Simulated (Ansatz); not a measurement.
# C2H6ClNSi: a ladder of functionals and wavefunction methods

One table from this session's results is given with a row withheld; the runs are named, their logs left out.

Method: functionals in def2-TZVPP, the program's frozen cores in correlated methods; program: Ansatz 0.2.0, Gaussian basis.

Plan: LDA (SPW92), PBE-D4, revPBE-D4, BLYP-D4, r2SCAN-D4, B97M-V, PBE0-D4, B3LYP-D4, r2SCANh-D4, r2SCAN0-D4, HSE06-D4, BHLYP-D4, CAM-B3LYP-D4, LC-ωPBE, ωB97X-V, ωB97M-V, B2PLYP, PBE-QIDH; CCSD(T)/def2-SVP; CCSD(T)/def2-TZVPP; MP2/def2-QZVPP; extrapolation to the limit; RPA on PBE.

### Structure used throughout

An earlier PBE0-D4 in a triple-zeta def2 set relaxation fixed the geometry.

SMILES `CN(C)[Si]Cl`, 11 atoms, charge 0, spin multiplicity 1.

Atoms are counted from 1 here; the program's logs count them from 0.

Bond lengths: C1–N2 1.451 Å, C1–H6 1.096 Å, C1–H7 1.094 Å, C1–H8 1.096 Å, N2–C3 1.445 Å, N2–Si4 1.710 Å, C3–H9 1.088 Å, C3–H10 1.096 Å, C3–H11 1.096 Å, Si4–Cl5 2.109 Å. Angles: N2–C1–H6 111.0°, N2–C1–H7 110.3°, N2–C1–H8 111.0°, H6–C1–H7 108.2°, H6–C1–H8 108.1°, H7–C1–H8 108.2°, C1–N2–C3 112.7°, C1–N2–Si4 115.8°, C3–N2–Si4 131.5°, N2–C3–H9 110.6°, N2–C3–H10 110.5°, N2–C3–H11 110.5°, H9–C3–H10 108.8°, H9–C3–H11 108.8°, H10–C3–H11 107.7°, N2–Si4–Cl5 101.6°.

Set-up of the first run:

Input file in.yaml:

```yaml
crystal:
  periodic: [false, false, false]
  atoms:
    - {symbol: C, position_ang: [-0.222325, 1.314360, -0.479703]}
    - {symbol: N, position_ang: [0.026405, -0.107952, -0.337815]}
    - {symbol: C, position_ang: [0.092983, -0.526892, 1.043027]}
    - {symbol: Si, position_ang: [0.185353, -0.985219, -1.797320]}
    - {symbol: Cl, position_ang: [0.521073, -2.941376, -1.083060]}
    - {symbol: H, position_ang: [0.573613, 1.900574, -0.006641]}
    - {symbol: H, position_ang: [-0.265529, 1.587505, -1.537867]}
    - {symbol: H, position_ang: [-1.174316, 1.594221, -0.014533]}
    - {symbol: H, position_ang: [0.286677, -1.595242, 1.109208]}
    - {symbol: H, position_ang: [0.891600, 0.009859, 1.568295]}
    - {symbol: H, position_ang: [-0.850034, -0.306837, 1.557010]}
basis:
  gaussian: {orbitals: def2-TZVPP}
hamiltonian: {xc: lda}
output: {orbitals: {seedname: orbitals}}
```

Steps of the session up to this table: LDA; PBE-D4 (GGA); revPBE-D4 (GGA); BLYP-D4 (GGA); r2SCAN-D4 (meta-GGA); B97M-V (meta-GGA); PBE0-D4 (hybrid); B3LYP-D4 (hybrid); r2SCANh-D4 (hybrid); r2SCAN0-D4 (hybrid); HSE06-D4 (hybrid); BHLYP-D4 (hybrid); CAM-B3LYP-D4 (range-separated); LC-ωPBE-D4 (range-separated; the results give it without D4); ωB97X-V (range-separated); ωB97M-V (range-separated); B2PLYP (double hybrid); PBE-QIDH (double hybrid).

One table of the session follows, with a row left open; its other results are not shown here.

It belongs to the step «Frontier levels by functional». 

| functional | HOMO (eV) | LUMO (eV) | gap (eV) |
| --- | --- | --- | --- |
| LDA (SPW92) | -5.95 | -2.37 | 3.59 |
| PBE-D4 | -5.84 | -2.21 | 3.63 |
| revPBE-D4 | -5.80 | -2.15 | 3.64 |
| BLYP-D4 | -5.71 | -2.06 | 3.65 |
| r2SCAN-D4 | -6.05 | -2.13 | 3.92 |
| B97M-V | ? | ? | ? |
| PBE0-D4 | -6.95 | -1.45 | 5.50 |
| B3LYP-D4 | -6.76 | -1.62 | 5.14 |
| r2SCANh-D4 | -6.46 | -1.84 | 4.62 |
| r2SCAN0-D4 | -7.08 | -1.40 | 5.68 |
| HSE06-D4 | -6.55 | -1.83 | 4.73 |
| BHLYP-D4 | -7.94 | -0.57 | 7.38 |
| CAM-B3LYP-D4 | -8.24 | -0.38 | 7.86 |
| LC-ωPBE | -9.54 | 0.65 | 10.18 |
| ωB97X-V | -9.22 | 0.58 | 9.79 |
| ωB97M-V | -9.06 | 0.48 | 9.55 |

Estimate the missing values for B97M-V.

As computed: HOMO (eV): -6.17; LUMO (eV): -2.12; gap (eV): 4.05. In the column «HOMO (eV)» it lies between r2SCANh-D4 (-6.46) and r2SCAN-D4 (-6.05).
